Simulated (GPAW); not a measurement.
Crystal: Cd2S.

```
Cd S
1.0
     3.96267    0.00000    0.00000
    -1.98134    3.43177    0.00000
     0.00000    0.00000    5.80919
Cd S
2 1
Direct
  0.33333 0.66667 0.93272
  0.66667 0.33333 0.57873
  0.33333 0.66667 0.36571
```

The cell comes from a database or a generator and needn't be the stable form of this composition.

Base run:

| Quantity | Value |
| --- | --- |
| Program | GPAW 26.7.0 |
| Functional | PBE |
| Potentials or basis | GPAW PAW data sets (gpaw-data 1.2.1) |
| Cutoff | 600 eV |
| Basis | pw |
| k mesh | 6 × 6 × 4 |
| Occupations | fermi-dirac, width 0.05 eV |
| Spin | no spin polarisation |

Its results: pressure -0.5 GPa; largest force 0.060 eV/Å.

**Question.** After a change of settings the same cell gave: pressure -2.0 GPa; largest force 0.019 eV/Å. Which change was it?
A. k mesh from 6 × 6 × 4 to 8 × 8 × 5
B. functional from PBE to r2SCAN
C. functional from PBE to LDA; potentials or basis from GPAW PAW data sets (gpaw-data 1.2.1) to the program's PAW data sets (release 1.2.1) made for this functional; cutoff from 600 eV to 450 eV
D. functional from PBE to LDA; potentials or basis from GPAW PAW data sets (gpaw-data 1.2.1) to the program's PAW data sets (release 1.2.1) made for this functional

**Answer.** B.

Caveats: the PAW data sets were made with another functional, which shifts forces and pressure a little (some runs).
